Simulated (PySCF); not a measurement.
# Fluorine: the same states on changed settings, part 1 of 2

Aim: see what changed settings do to total energies and their difference. The change: initial guess sap, at most 50 SCF cycles. A sound run of the same states serves as the yardstick.

The numbers are computed with PySCF 2.14.0 (unrestricted determinants in a Gaussian basis, no spin-orbit coupling in the energies), except any that are marked as measured or tabulated.

## Step 1: Starting point

| Property | Result |
| --- | --- |
| Element | fluorine (Z = 9) |
| Basis | def2-TZVP (5s3p2d1f, 31 functions) |
| Hamiltonian | the non-relativistic Hamiltonian (point nucleus) |
| State 1 | F⁺: [He] 2s2 2p4, high-spin 3P determinant |
| State 2 | F²⁺: [He] 2s2 2p3, high-spin 4S determinant |
| Methods | UHF, PBE, BP86, MP2, CCSD(T) |
| Core shells frozen in the correlated runs | valence: 1s2 (for F⁺) |

Outer shells as boxes (Hund's rule):

F+ [He] 2s2 2p4
```
[He] core
2s [↑↓]
2p [↑↓][↑ ][↑ ]
```

F2+ [He] 2s2 2p3
```
[He] core
2s [↑↓]
2p [↑ ][↑ ][↑ ]
```

The sound run (def2-TZVP, no relativity, point nucleus, symmetry-adapted start, fine grid, valence correlation) gave:

```
species             method  energy (hartree)
     F⁺                UHF         -98.83647
     F⁺                PBE         -99.02175
     F⁺               BP86         -99.10959
     F⁺      MP2 (valence)         -98.97723
     F⁺  CCSD(T) (valence)         -98.99489
    F²⁺                UHF         -97.60872
    F²⁺                PBE         -97.72007
    F²⁺               BP86         -97.80240
    F²⁺      MP2 (valence)         -97.70578
    F²⁺  CCSD(T) (valence)         -97.72119
```

One driver process ran all states and methods and kept the integrals in memory. Each run is shown as a PySCF script that sums up its settings (the driver passes frozen orbitals as a list and adds second-order terms of double hybrids); the logs are those of the runs themselves.

The driver's launch:

```sh
OMP_NUM_THREADS=1 python atomrun2.py TASK.json OUT
```

The integrals over 31 functions and the set-up took 0.01 s of CPU time.

## Step 2: Changed run, F⁺

#### UHF

The input, input.py:

```python
from pyscf import gto, scf, dft, mp, cc
import basis_set_exchange as bse
mol = gto.M(atom="F 0 0 0", charge=1, spin=2, symmetry="D2h",
            basis=gto.basis.parse(bse.get_basis("def2-TZVP", elements=["F"], fmt="nwchem", header=False)))
mf = scf.UHF(mol)
mf.irrep_nelec = {'Ag': (2, 2), 'B1u': (1, 0), 'B2u': (1, 1), 'B3u': (1, 0)}
mf.init_guess = "sap"
mf.max_cycle = 50
mf.kernel()
```

The program printed:

```text
damping factor = 0
level_shift factor = 0
DIIS = <class 'pyscf.scf.diis.CDIIS'>
diis_start_cycle = 1
diis_space = 10
diis_damp = 0
SCF conv_tol = 1e-09
SCF conv_tol_grad = None
number electrons alpha = 5  beta = 3
irrep_nelec {'Ag': (2, 2), 'B1g': (0, 0), 'B2g': (0, 0), 'B3g': (0, 0), 'Au': (0, 0), 'B1u': (1, 0), 'B2u': (1, 1), 'B3u': (1, 0)}
alpha HOMO (B1u) = -1.18873682540138  LUMO (Ag) = 0.135321985582834

WARN: HOMO -1.18873682540138 >= LUMO -1.51210309038653

cycle= 1 E= -98.8220541438488  delta_E= -0.322  |g|= 0.238  |ddm|= 0.942
alpha HOMO (B2u) = -1.41478155421254  LUMO (Ag) = 0.178342529269834
  HOMO = -1.31254651065  LUMO = -0.499619697498  gap/eV = 22.12087
cycle= 2 E= -98.8352932756949  delta_E= -0.0132  |g|= 0.0498  |ddm|= 0.112
alpha HOMO (B2u) = -1.42027149915944  LUMO (Ag) = 0.180362452011153
  HOMO = -1.32083287236  LUMO = -0.500588249874  gap/eV = 22.31999
cycle= 3 E= -98.83637985602  delta_E= -0.00109  |g|= 0.0133  |ddm|= 0.029
alpha HOMO (B2u) = -1.41336756222145  LUMO (Ag) = 0.182174691323276
  HOMO = -1.31135822101  LUMO = -0.492514441927  gap/eV = 22.28187
cycle= 4 E= -98.8364655333243  delta_E= -8.57e-05  |g|= 0.00356  |ddm|= 0.00904
alpha HOMO (B2u) = -1.41543918725956  LUMO (Ag) = 0.181809591555641
  HOMO = -1.31085840789  LUMO = -0.493679243822  gap/eV = 22.23658
cycle= 5 E= -98.8364725431518  delta_E= -7.01e-06  |g|= 0.000573  |ddm|= 0.00282
alpha HOMO (B2u) = -1.415599691155  LUMO (Ag) = 0.181832862996544
  HOMO = -1.31036036014  LUMO = -0.49356082882  gap/eV = 22.22625
cycle= 6 E= -98.8364727468887  delta_E= -2.04e-07  |g|= 7.95e-05  |ddm|= 0.000473
alpha HOMO (B2u) = -1.41565190029168  LUMO (Ag) = 0.181836165605354
  HOMO = -1.31032478067  LUMO = -0.493561092639  gap/eV = 22.22527
cycle= 7 E= -98.8364727510817  delta_E= -4.19e-09  |g|= 1.03e-05  |ddm|= 6.94e-05
alpha HOMO (B2u) = -1.41565456009164  LUMO (Ag) = 0.181836990071034
  HOMO = -1.31032214531  LUMO = -0.493558477916  gap/eV = 22.22527
cycle= 8 E= -98.8364727511347  delta_E= -5.3e-11  |g|= 7.73e-07  |ddm|= 7.46e-06
converged SCF energy = -98.8364727511347  <S^2> = 2.0050944  2S+1 = 3.0033943
```

It took 0.2 s on 1 thread of Neoverse-N1, shared host, the integrals not counted.

The occupied shells:

```
shell  electrons  mean orbital energy (eV)  spread (eV)  rms radius (bohr)
 1s α          1                   -739.97            0              0.204
 1s β          1                   -737.04            0              0.204
 2s α          1                   -65.312            0               1.06
 2s β          1                   -54.270            0               1.06
 2p α          3                   -40.722        3.301               1.09
 2p β          1                   -35.656            0               1.09
```

⟨S²⟩ = 2.005, ⟨L²⟩ = 2.01.

#### PBE

input.py differs from the last one in:

```diff
@@ -4,3 +4,3 @@
             basis=gto.basis.parse(bse.get_basis("def2-TZVP", elements=["F"], fmt="nwchem", header=False)))
-mf = scf.UHF(mol)
+mf = dft.UKS(mol, xc="PBE")
 mf.irrep_nelec = {'Ag': (2, 2), 'B1u': (1, 0), 'B2u': (1, 1), 'B3u': (1, 0)}
```

The program printed:

```text
damping factor = 0
level_shift factor = 0
DIIS = <class 'pyscf.scf.diis.CDIIS'>
diis_start_cycle = 1
diis_space = 10
diis_damp = 0
SCF conv_tol = 1e-09
SCF conv_tol_grad = None
number electrons alpha = 5  beta = 3
irrep_nelec {'Ag': (2, 2), 'B1g': (0, 0), 'B2g': (0, 0), 'B3g': (0, 0), 'Au': (0, 0), 'B1u': (1, 0), 'B2u': (1, 1), 'B3u': (1, 0)}
XC functionals = PBE
    J. P. Perdew, K. Burke, and M. Ernzerhof.,  Phys. Rev. Lett. 77, 3865 (1996)
    J. P. Perdew, K. Burke, and M. Ernzerhof.,  Phys. Rev. Lett. 78, 1396 (1997)
    J. P. Perdew, K. Burke, and M. Ernzerhof.,  Phys. Rev. Lett. 77, 3865 (1996)
    J. P. Perdew, K. Burke, and M. Ernzerhof.,  Phys. Rev. Lett. 78, 1396 (1997)
alpha HOMO (B3u) = -1.29667624300951  LUMO (Ag) = -0.0792593873037575

WARN: HOMO -1.29667624300951 >= LUMO -1.32443074431531

cycle= 1 E= -98.9458669833518  delta_E= -0.219  |g|= 0.563  |ddm|= 1.03
alpha HOMO (B2u) = -0.874412607282307  LUMO (Ag) = 0.0203326930219916
  HOMO = -0.813098012549  LUMO = -0.777016702265  gap/eV = 0.98182
cycle= 2 E= -98.9774551381762  delta_E= -0.0316  |g|= 0.415  |ddm|= 0.389
alpha HOMO (B2u) = -1.04084634583013  LUMO (Ag) = -0.0246661823044292
  HOMO = -0.979963208327  LUMO = -0.933542042122  gap/eV = 1.26318
cycle= 3 E= -99.0216779258135  delta_E= -0.0442  |g|= 0.0164  |ddm|= 0.174
alpha HOMO (B2u) = -1.03085929422834  LUMO (Ag) = -0.021229617920369
  HOMO = -0.971461993594  LUMO = -0.921052703152  gap/eV = 1.37171
cycle= 4 E= -99.0217545717751  delta_E= -7.66e-05  |g|= 0.000923  |ddm|= 0.00798
alpha HOMO (B2u) = -1.03124929080199  LUMO (Ag) = -0.0213788421977341
  HOMO = -0.971846235757  LUMO = -0.921345527882  gap/eV = 1.37419
cycle= 5 E= -99.021754818581  delta_E= -2.47e-07  |g|= 3.08e-05  |ddm|= 0.000411
alpha HOMO (B2u) = -1.03126680283175  LUMO (Ag) = -0.0213802552845337
  HOMO = -0.971852967085  LUMO = -0.921350649551  gap/eV = 1.37424
cycle= 6 E= -99.0217548189331  delta_E= -3.52e-10  |g|= 4.22e-06  |ddm|= 2.16e-05
converged SCF energy = -99.0217548189331  <S^2> = 2.0018595  2S+1 = 3.0012394
```

It took 0.21 s on 1 thread of Neoverse-N1, shared host, the integrals not counted.

#### BP86

input.py differs from the last one in:

```diff
@@ -4,3 +4,3 @@
             basis=gto.basis.parse(bse.get_basis("def2-TZVP", elements=["F"], fmt="nwchem", header=False)))
-mf = dft.UKS(mol, xc="PBE")
+mf = dft.UKS(mol, xc="B88,P86")
 mf.irrep_nelec = {'Ag': (2, 2), 'B1u': (1, 0), 'B2u': (1, 1), 'B3u': (1, 0)}
```

The program printed:

```text
damping factor = 0
level_shift factor = 0
DIIS = <class 'pyscf.scf.diis.CDIIS'>
diis_start_cycle = 1
diis_space = 10
diis_damp = 0
SCF conv_tol = 1e-09
SCF conv_tol_grad = None
number electrons alpha = 5  beta = 3
irrep_nelec {'Ag': (2, 2), 'B1g': (0, 0), 'B2g': (0, 0), 'B3g': (0, 0), 'Au': (0, 0), 'B1u': (1, 0), 'B2u': (1, 1), 'B3u': (1, 0)}
XC functionals = B88,P86
    A. D. Becke.,  Phys. Rev. A 38, 3098 (1988)
    J. P. Perdew.,  Phys. Rev. B 33, 8822 (1986)
alpha HOMO (B3u) = -1.30193830112228  LUMO (Ag) = -0.0801530197287121

WARN: HOMO -1.30193830112228 >= LUMO -1.3278962528869

cycle= 1 E= -99.035830348253  delta_E= -0.22  |g|= 0.561  |ddm|= 1.03
alpha HOMO (B2u) = -0.878918592208983  LUMO (Ag) = 0.0425136377522719
  HOMO = -0.820580228152  LUMO = -0.782583828928  gap/eV = 1.03393
cycle= 2 E= -99.0695220879889  delta_E= -0.0337  |g|= 0.401  |ddm|= 0.378
alpha HOMO (B2u) = -1.04203354243209  LUMO (Ag) = -0.00947545718771892
  HOMO = -0.983930195568  LUMO = -0.935445362852  gap/eV = 1.31934
cycle= 3 E= -99.1095267513966  delta_E= -0.04  |g|= 0.0157  |ddm|= 0.164
alpha HOMO (B2u) = -1.03331239880268  LUMO (Ag) = -0.00569339471158514
  HOMO = -0.976585155436  LUMO = -0.924170723092  gap/eV = 1.42627
cycle= 4 E= -99.1095935984359  delta_E= -6.68e-05  |g|= 0.00082  |ddm|= 0.00727
alpha HOMO (B2u) = -1.03364848431928  LUMO (Ag) = -0.00586931141429403
  HOMO = -0.976892987126  LUMO = -0.924405415185  gap/eV = 1.42826
cycle= 5 E= -99.1095937858613  delta_E= -1.87e-07  |g|= 3.2e-05  |ddm|= 0.000351
alpha HOMO (B2u) = -1.03367151335717  LUMO (Ag) = -0.00587294834915042
  HOMO = -0.976903095927  LUMO = -0.924414258196  gap/eV = 1.42829
cycle= 6 E= -99.1095937862738  delta_E= -4.13e-10  |g|= 4.83e-06  |ddm|= 2.3e-05
converged SCF energy = -99.1095937862738  <S^2> = 2.001766  2S+1 = 3.0011771
```

Time after the integrals: 0.21 s (1 thread of Neoverse-N1, shared host).

#### MP2 (valence)

input.py differs from the last one in:

```diff
@@ -4,3 +4,3 @@
             basis=gto.basis.parse(bse.get_basis("def2-TZVP", elements=["F"], fmt="nwchem", header=False)))
-mf = dft.UKS(mol, xc="B88,P86")
+mf = scf.UHF(mol)
 mf.irrep_nelec = {'Ag': (2, 2), 'B1u': (1, 0), 'B2u': (1, 1), 'B3u': (1, 0)}
@@ -9 +9,2 @@
 mf.kernel()
+mp.UMP2(mf, frozen=1).kernel()
```

The driver printed no log here.

Time after the integrals: 0.01 s (1 thread of Neoverse-N1, shared host).

With 6 electrons correlated, the MP2 correlation energy is -0.14076 hartree (-0.03407 same spin, -0.10668 opposite spin); the SCS form gives -0.13938. Largest pairs of shells: 2p-2p -0.0664, 2s-2p -0.0646, 2s-2s -0.0097.

#### CCSD(T) (valence)

input.py differs from the last one in:

```diff
@@ -9,2 +9,3 @@
 mf.kernel()
-mp.UMP2(mf, frozen=1).kernel()
+mycc = cc.CCSD(mf, frozen=1).run()
+mycc.ccsd_t()
```

The program printed:

```text
CC2 = 0
CCSD nocc = (np.int64(4), np.int64(2)), nmo = (30, 30)
frozen orbitals [[0], [0]]
max_cycle = 100
direct = 0
conv_tol = 1e-08
conv_tol_normt = 1e-06
diis_space = 8
diis_start_cycle = 0
Init t2, MP2 energy = -0.140755602079895
Init E_corr(UCCSD) = -0.140755602080102
cycle = 1  E_corr(UCCSD) = -0.153534955601377  dE = -0.0127793535  norm(t1,t2) = 0.0212059
cycle = 2  E_corr(UCCSD) = -0.155681777584833  dE = -0.00214682198  norm(t1,t2) = 0.00668886
cycle = 3  E_corr(UCCSD) = -0.156552844139119  dE = -0.000871066554  norm(t1,t2) = 0.00285153
cycle = 4  E_corr(UCCSD) = -0.156504508603951  dE = 4.83355352e-05  norm(t1,t2) = 0.000691792
cycle = 5  E_corr(UCCSD) = -0.156516351165628  dE = -1.18425617e-05  norm(t1,t2) = 0.000129698
cycle = 6  E_corr(UCCSD) = -0.156517327643902  dE = -9.76478274e-07  norm(t1,t2) = 2.96392e-05
cycle = 7  E_corr(UCCSD) = -0.156516908857383  dE = 4.18786519e-07  norm(t1,t2) = 6.40228e-06
cycle = 8  E_corr(UCCSD) = -0.156516927799959  dE = -1.89425762e-08  norm(t1,t2) = 1.09962e-06
cycle = 9  E_corr(UCCSD) = -0.156516927973103  dE = -1.73143444e-10  norm(t1,t2) = 1.32958e-07
UCCSD converged
E(UCCSD) = -98.99298967910781  E_corr = -0.1565169279731027
UCCSD(T) correction = -0.00190277508676487
```

It took 0.5 s on 1 thread of Neoverse-N1, shared host, the integrals not counted.

CCSD correlation -0.15652 hartree, triples -0.00190; total -98.994892. T1 = 0.004, largest double amplitude 0.028.

(Continued in part 2 of 2.)
